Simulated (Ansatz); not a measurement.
# C2H3IS: basis-set convergence

How large a basis does C2H3IS need? Two functionals are run in growing sets.

Program: Ansatz 0.2.0, Gaussian basis. Level of theory: one geometry, several basis sets. These are calculated values, not measurements.

The runs, in order: PBE0-D4/def2-SVP; ωB97M-V/def2-SVP; PBE0-D4/def2-QZVPP; ωB97M-V/def2-QZVPP; the functionals' def2-TZVPP values are taken from earlier runs.

### Step 1. The geometry

An earlier PBE0-D4 in a triple-zeta def2 set relaxation fixed the geometry. I takes the def2 core potential; no spin-orbit term is included.

SMILES `C=C(S)I`, 7 atoms, charge 0, spin multiplicity 1.

Atoms are counted from 1 here; the program's logs count them from 0.

Bond lengths: C1–C2 1.326 Å, C1–H5 1.085 Å, C1–H6 1.081 Å, C2–S3 1.745 Å, C2–I4 2.092 Å, S3–H7 1.347 Å. Angles: C2–C1–H5 120.6°, C2–C1–H6 121.5°, H5–C1–H6 117.9°, C1–C2–S3 128.2°, C1–C2–I4 120.9°, S3–C2–I4 110.9°, C2–S3–H7 96.3°.

### Step 2. PBE0-D4 in def2-SVP

Contents of in.yaml:

```yaml
crystal:
  periodic: [false, false, false]
  atoms:
    - {symbol: C, position_ang: [-0.087627, 0.922883, -0.221712]}
    - {symbol: C, position_ang: [-0.304995, -0.375913, -0.068966]}
    - {symbol: S, position_ang: [0.766415, -1.578099, 0.604011]}
    - {symbol: I, position_ang: [-2.114924, -1.239420, -0.663096]}
    - {symbol: H, position_ang: [0.853133, 1.365820, 0.088216]}
    - {symbol: H, position_ang: [-0.834288, 1.573578, -0.655608]}
    - {symbol: H, position_ang: [1.783586, -0.736951, 0.871355]}
basis:
  gaussian: {orbitals: def2-SVP}
hamiltonian: {xc: pbe0, dispersion: d4}
output: {orbitals: {seedname: orbitals}}
```

Started as:

```
$ ansatz run in.yaml --threads 2 --pin off --events-out ev --progress --plain --max-ram 4352MiB
```

The runs that follow: ωB97M-V in def2-SVP; PBE0-D4 in def2-QZVPP; ωB97M-V in def2-QZVPP.

Q: Predict the results of all the runs planned. Wanted: PBE0-D4: double and triple zeta above quadruple; ωB97M-V: double and triple zeta above quadruple.

The runs gave:

| quantity | value |
| --- | --- |
| PBE0-D4: double and triple zeta above quadruple | 6.93, 0.48 eV |
| ωB97M-V: double and triple zeta above quadruple | 7.01, 0.46 eV |

What this shows: For PBE0-D4 the step from double to triple zeta gains 6.45 eV and the next only 0.48 eV. These are total energies; as a rule much of such shifts cancels in differences, which this series doesn't test.
